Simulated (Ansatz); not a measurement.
# CuOF (singlet): wave-function methods side by side at a displaced geometry (v1), def2-SVP

The task here is to estimate one member of a computed series from the others.

Method: def2-SVP, core rule «outside noble gas», up to 11 orbitals frozen; program: Ansatz 0.2.0, Gaussian basis.

To be run: UHF; CCSD(T) on RHF; CCSD(T) on UHF; CISD; CCSDT(Q) on RHF; CASSCF and MRCISD+Q, 8 electrons in 8 orbitals; CASSCF and NEVPT2, 8 electrons in 8 orbitals.

8 further runs of the same task are left out: 4 that didn't finish, 4 set aside as unsound or not needed. Runs told in other sessions of the task aren't counted.

## The geometry

The geometry is a PBE0/def2-TZVP stationary point (not a proven minimum) with its atoms shifted at random (size 0.040 Å).

3 atoms, charge 0, spin multiplicity 1.

Atoms are counted from 1 here; the program's logs count them from 0.

Bond lengths: Cu1–O2 1.664 Å, Cu1–F3 1.672 Å. Angles: O2–Cu1–F3 150.3°.

Set-up of the first run:

File in.yaml:

```yaml
crystal:
  periodic: [false, false, false]
  atoms:
    - {symbol: Cu, position_ang: [-0.008951, -0.151743, -0.049594]}
    - {symbol: O, position_ang: [-0.009784, 0.265833, -1.660703]}
    - {symbol: F, position_ang: [0.038180, 0.283681, 1.564433]}
basis:
  gaussian: {orbitals: def2-SVP}
magnetization: {spin_polarized: true, initial_magnetization: 0}
hamiltonian: {xc: hf}
output: {orbitals: {seedname: orbitals}}
```

Started as:

```
$ ansatz run in.yaml --threads 1 --pin off --events-out ev --progress --plain --max-ram 2393MiB
```

Among the steps run: UHF; CCSD(T) on RHF; CCSD(T) on UHF; CISD; CCSDT(Q) on RHF; CASSCF and MRCISD+Q, 8 electrons in 8 orbitals; CASSCF and NEVPT2, 8 electrons in 8 orbitals.

One of the session's tables, all rows but one given; the rest of the session is left out.

| method | from RCCSDT(Q) (kcal/mol) |
| --- | --- |
| RHF | ? |
| RMP2 | +9.87 |
| UMP2 | +29.03 |
| CISD | +90.12 |
| RCCSD | +27.86 |
| UCCSD | +13.96 |
| RCCSD(T) | -0.39 |
| UCCSD(T) | -0.09 |
| RCCSDT | +3.42 |
| RCCSDT(Q) | 0 |

**Question.** Estimate the row for RHF.

As computed: from RCCSDT(Q) (kcal/mol): +467.10. In the column «from RCCSDT(Q) (kcal/mol)» it is the highest.

Left out of the table: CASSCF frontier, NEVPT2 frontier, MRCISD frontier, MRCISD+Q frontier (the active space lost an orbital or holds another state than full CI finds).

Left out of the table: UHF (another determinant or state than the rows shown).

To keep in mind: The determinant of HF (⟨S²⟩ 1.01) is far from a pure spin state, so its energy mixes those of several spin states; that is harmless only where they are near-degenerate. The determinant of CCSD(T) (⟨S²⟩ 1.01) is far from a pure spin state, so its energy mixes those of several spin states; high orders of coupled cluster remove much of that, low ones don't. The program flags RCCSD(T), UCCSD(T) as in doubt, so read those rows with care; the flags are large difference, lower state. Warnings: restricted reference is unstable; spin contamination; coupled cluster took another determinant than the lowest; large T1 diagnostic. Restricted and unrestricted rows rest on different reference determinants; a gap between their highest levels can come from leftover correlation error, from unlike frozen cores or from another state. Warnings in the runs' records: passed over end.
